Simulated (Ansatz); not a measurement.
Run this with Ansatz 0.2.0 through its Python package and show what comes out.

`bde.py`
```python
'''X-H bond energies of AlFGeH4 without relaxation.'''

import ansatz
from ase import Atoms


def energy(molecule, charge=0, unpaired=0):
    calc = (
        molecule.calculation()
        .basis(gaussian='def2-SVPD')
        .correlation('MP2', electrons='valence')  # correlation on top of the mean field
    )
    if charge:
        calc = calc.charge(charge)
    if unpaired:
        calc = calc.spin('collinear', total=unpaired)
    return calc.run(threads=1, backend='cpu').report['free_energy_ev']

def without(molecule, index):
    rest = ansatz.Crystal.molecule()
    for i, site in enumerate(molecule.cartesian_sites):
        if i != index:
            rest = rest.atom(site.symbol, site.position_ang)
    return rest


def main() -> None:
    atoms = Atoms(['F', 'Al', 'Ge', 'H', 'H', 'H', 'H'], positions=[
        [-2.1688, -1.5141, 0.6273],
        [-0.4579, -1.2988, 0.291],
        [0.4185, 0.9466, -0.0612],
        [0.3136, -2.4684, -0.53],
        [0.0242, 1.4615, -1.4594],
        [-0.0935, 1.9089, 1.0501],
        [2.0252, 0.8962, 0.0366],
    ])
    mol = ansatz.Crystal.molecule_from_ase(atoms)

    whole = energy(mol, 0)
    hydrogen = energy(ansatz.Crystal.molecule().atom('H', (0, 0, 0)), 0, 1)
    print(f'E(molecule) = {whole:.5f} eV, E(H) = {hydrogen:.5f} eV')
    for index in [3, 6]:
        radical = energy(without(mol, index), 0, 1)
        print(f'H{index}: homolysis {23.060548 * (radical + hydrogen - whole):.1f} kcal/mol')


if __name__ == '__main__':
    main()
```

```console
$ python bde.py
E(molecule) = -65829.83128 eV, E(H) = -13.58606 eV
H3: homolysis 75.3 kcal/mol
H6: homolysis 79.3 kcal/mol
```

Reading the output:
- The settings weren't tested for convergence.
- The geometry is a force-field or estimated start, not a minimum of this method, and the basis set is short of its limit. All parts are taken at fixed geometry, without zero-point energy.
- Timing: 9.7 s on 1 thread of Arm Neoverse V2, on a shared host, peak memory 0.34 GiB.
